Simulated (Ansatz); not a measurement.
# CH7BOSSi: single point in a Gaussian basis, by script

A script is to give a single point in a Gaussian basis; the system is CH7BOSSi. SMILES: CSB[SiH2]O.

Computed with the Python package of Ansatz 0.2.0. Level of theory: CCSD/6-31G*.

### Step 1. The system

Bond lengths: C1–S2 1.780 Å, S2–B3 1.883 Å, B3–Si4 1.947 Å, Si4–O5 1.723 Å, C1–H6 1.162 Å, C1–H7 1.066 Å, C1–H8 1.144 Å, B3–H9 1.192 Å, Si4–H10 1.395 Å, Si4–H11 1.513 Å, O5–H12 0.977 Å. Angles (14 of 17 angles, heavy atoms first): C1–S2–B3 92.3°, S2–B3–Si4 121.3°, B3–Si4–O5 109.0°, S2–C1–H6 108.6°, S2–C1–H7 113.4°, S2–C1–H8 108.6°, S2–B3–H9 117.1°, Si4–B3–H9 121.1°, B3–Si4–H10 111.8°, B3–Si4–H11 105.0°, O5–Si4–H10 112.2°, O5–Si4–H11 106.3°, Si4–O5–H12 107.6°, H6–C1–H7 109.7°.

No structure file is read: the coordinates are typed or built in the script.

### Step 2. The script

Contents of energy_ch7bossi.py:

```python
"""Single point of CH7BOSSi."""

import sys

import ansatz as az
from ase import Atoms
import numpy as np

atoms = Atoms(["C", "S", "B", "Si", "O", "H", "H", "H", "H", "H", "H", "H"], positions=[
    (-1.3832, 0.0155, 1.4976),
    (0.307, 0.5313, 1.7124),
    (0.9178, -0.6602, 0.388),
    (1.1984, -0.0756, -1.4476),
    (0.6385, 1.5457, -1.6103),
    (-2.0595, 0.6665, 2.183),
    (-1.5422, -1.0166, 1.712),
    (-1.7186, 0.2927, 0.4396),
    (1.2492, -1.7476, 0.7462),
    (2.53, -0.216, -1.8384),
    (0.2683, -0.9315, -2.2785),
    (-0.3287, 1.5406, -1.4701),
])
geometry = az.Crystal.molecule_from_ase(atoms)

calculation = (
    geometry.calculation()
    .basis(gaussian="6-31G*")
    .correlation("ccsd")
    .forces()
)
print(calculation.to_yaml())
try:
    r = calculation.run(threads=1).report
except az.AnsatzError as error:
    sys.exit(f"{type(error).__name__}: {error}")

for key in ("converged", "free_energy_ev", "reference_energy_ev", "n_frozen", "n_occupied", "n_virtual"):
    print(f"{key:22s} {r[key]}")

print("correlation energy", round(r["free_energy_ev"] - r["reference_energy_ev"], 5), "eV")
cluster = r["correlation"].get("coupled_cluster")
if cluster:
    print("cycles", cluster["cycles"], " T1 diagnostic", round(cluster["t1_diagnostic"], 4), " largest double", round(cluster["largest_double"], 4))

state = r["mean_field"]["state"]
print(f"mean field: {state['energy']['hartree']:.7f} Ha, <S^2> = {abs(state['spin_squared']):.4f}, stability: {state.get('stability', {}).get('kind')}")

symbols = [site.symbol for site in geometry.cartesian_sites]
print("forces (eV/A)")
for symbol, f in zip(symbols, r["forces_ev_ang"]):
    print(f"  {symbol:2s} {f[0]:9.4f} {f[1]:9.4f} {f[2]:9.4f}")

charges = r["charge_distribution"]
dipole = np.array(charges["dipole_moment_e_ang"]) * 4.803205
print("dipole (D): {:.3f} {:.3f} {:.3f}, length {:.3f}".format(*dipole, np.linalg.norm(dipole)))
print("atom  Mulliken   Lowdin")
for symbol, m, l in zip(symbols, charges["mulliken_charges_e"], charges["lowdin_charges_e"]):
    print(f"{symbol:4s} {m:9.3f} {l:8.3f}")
```

### Step 3. The run

Started as:

```sh
$ python energy_ch7bossi.py
```

Without the output at hand: what should come out? Wanted: total energy; largest force; dipole moment; T1 diagnostic.

As calculated:

| quantity | value |
| --- | --- |
| total energy | -22546.0997 eV |
| largest force | 3.444 eV/Å |
| dipole moment | 2.63 D |
| T1 diagnostic | 0.0129 |

In words: A T1 diagnostic under about 0.02 supports a single-reference treatment, as here. Forces reach 3.44 eV/Å, so the atoms aren't at rest. What to keep in mind:
- The geometry is a force-field or estimated start, not a minimum of this method, and the basis set is short of its limit.
- The Löwdin charges here are taken after orthogonalising the functions within each atom; they differ from plain Löwdin charges, and their signs can be unphysical.
- Inner cores stay frozen, so this is valence correlation.
- S² is that of the Hartree-Fock reference.
